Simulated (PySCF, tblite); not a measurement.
# C₄H₉F₃OSi₂: geometry, infrared bands and NMR shifts

Wanted: the infrared bands and NMR shifts of C₄H₉F₃OSi₂ (`O=C(CC([SiH3])[SiH3])C(F)(F)F`), by calculation.

The runs use tblite 0.8.0 and PySCF 2.14.0, with density-fitted response routines of our own; the level of theory stands in each step. All values are computed, except where a source is named. Atoms are numbered from 0 throughout.

## 1. The molecule as given

19 atoms, charge 0, multiplicity 1; geometry from: force field or distance geometry start.

Bonds of the start (Å): O0–C1 1.26, C1–C2 1.44, C2–C3 1.50, C3–Si4 1.88, C3–Si5 1.84, C1–C6 1.49, C6–F7 1.39, C6–F8 1.40, C6–F9 1.39, C2–H10 1.14, C2–H11 1.11, C3–H12 1.14, Si4–H13 1.48, Si4–H14 1.47, Si4–H15 1.47, Si5–H16 1.47, Si5–H17 1.45, Si5–H18 1.47.

## 2. Geometry optimisation with GFN2-xTB

The job: settings as JSON, then the geometry in Å.

```
{"job": {"kind": "relax", "xc": "GFN2-xTB", "basis": "xTB"}, "charge": 0, "multiplicity": 1}
O      1.741800    -2.014900     0.357100
C      1.398200    -0.885600    -0.085600
C      0.261500    -0.825700    -0.964000
C     -0.967200    -0.112400    -0.483800
Si    -1.695300    -0.855900     1.085800
Si    -0.882600     1.729100    -0.471200
C      2.251100     0.236900     0.388000
F      1.585100     1.161200     1.178600
F      2.866000     0.860200    -0.701300
F      3.294200    -0.222500     1.180600
H     -0.072800    -1.894400    -1.150700
H      0.479300    -0.438500    -1.977800
H     -1.767600    -0.365000    -1.248900
H     -1.688100    -2.337100     1.041800
H     -1.034600    -0.333000     2.294100
H     -3.109200    -0.440800     1.138800
H     -1.960400     2.254100    -1.328000
H     -1.069600     2.306000     0.850400
H      0.360300     2.187700    -1.111500
```

Launch:

```sh
> OMP_NUM_THREADS=1 python probes_run.py task.json out
```

The driver reads the jobs from task.json and runs them one after another.

**Question.** This job is followed by: GFN2-xTB harmonic vibrations, gas phase; GIAO PBE0/pcSseg-1 NMR shielding, non-relativistic, gas phase. What will the session give for the following? strongest single infrared mode (GFN2-xTB); zero-point energy (GFN2-xTB); ¹³C shifts against TMS (PBE0/pcSseg-1); ¹H shifts against TMS (PBE0/pcSseg-1, means over atoms taken as alike); ¹⁷O shifts against H2O (PBE0/pcSseg-1); ²⁹Si shifts against TMS (PBE0/pcSseg-1, means over atoms taken as alike); ¹⁹F shifts against CFCl3 (PBE0/pcSseg-1, means over atoms taken as alike).

The runs gave:

```
                                                                 quantity                         value
                                strongest single infrared mode (GFN2-xTB)         2299 cm⁻¹, 373 km/mol
                                             zero-point energy (GFN2-xTB)                 72.2 kcal/mol
                                   ¹³C shifts against TMS (PBE0/pcSseg-1)  203.6, 125.6, 41.8, -3.9 ppm
   ¹H shifts against TMS (PBE0/pcSseg-1, means over atoms taken as alike)          3.99, 3.28, 0.46 ppm
                                   ¹⁷O shifts against H2O (PBE0/pcSseg-1)                     648.7 ppm
 ²⁹Si shifts against TMS (PBE0/pcSseg-1, means over atoms taken as alike)                     -64.9 ppm
¹⁹F shifts against CFCl3 (PBE0/pcSseg-1, means over atoms taken as alike)                     -93.9 ppm
```

What this shows: The optimisation took 251 steps and gained 0.960 eV; among the close pairs (by a distance rule), C1–C6 changed most, from 1.487 to 1.557 Å. No mode is imaginary among the 51: a minimum at this level. The strongest single mode, at 2299 cm⁻¹, moves mainly H16. Unscaled tight-binding wavenumbers are off by several per cent, some by more. Its intensities can rank the bands wrongly. The most deshielded carbon is C1 (ketone carbonyl carbon), at 203.6 ppm: low-lying n→π* states of the double bond to the heteroatom give a large paramagnetic term (-271 ppm). At PBE0/pcSseg-1: The widest tensor belongs to O0: span 1243 ppm, with a paramagnetic part of -716 ppm.
